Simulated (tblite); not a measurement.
# C5H8BFO2: the cost of one run

The runs use tblite 0.8.0 and PySCF 2.14.0, with density-fitted response routines of our own; the level of theory stands in each step. All values are computed, except where a source is named. Atoms count from 0, in the outputs and in this text.

### Step 1. Starting geometry

17 atoms, charge 0, multiplicity 1; geometry from: force field or distance geometry start.

Bonds of the start (Å): O0–B1 1.47, B1–O2 1.48, B1–C3 1.60, C3–C4 1.49, C4–C5 1.49, C5–C6 1.34, C6–F7 1.37, C6–C8 1.51, C8–C5 1.50, O0–H9 1.01, O2–H10 1.02, C3–H11 1.11, C3–H12 1.10, C4–H13 1.14, C4–H14 1.11, C8–H15 1.10, C8–H16 1.12.

### Step 2. Optimising the geometry with GFN2-xTB

What the job is given:

```
{"job": {"kind": "relax", "xc": "GFN2-xTB", "basis": "xTB"}, "charge": 0, "multiplicity": 1}
O     -1.832000     1.145700     0.898400
B     -1.546600    -0.249700     0.534900
O     -2.655800    -1.179200     0.829900
C     -0.892200    -0.474800    -0.912900
C      0.278500     0.418700    -1.131700
C      1.383500     0.228500    -0.156300
C      2.110800     0.860300     0.779900
F      2.448000     1.949600     1.532900
C      2.443500    -0.586600     0.532400
H     -2.291100     1.216400     1.797600
H     -3.260700    -1.161300     0.009300
H     -0.689600    -1.565100    -1.021900
H     -1.693200    -0.219200    -1.624100
H      0.644400     0.182000    -2.185900
H     -0.024700     1.482400    -1.181100
H      2.141200    -1.339300     1.279000
H      3.429200    -0.696400     0.009800
```

Started as:

```console
$ OMP_NUM_THREADS=1 python probes_run.py task.json out
```

One launch serves the whole session: the jobs run in the order shown.

**Question.** How long does this first job take on 1 thread of Arm Neoverse N1, shared host, and how much memory does it need?

About 1.1 s, with a peak of 0.18 GiB.
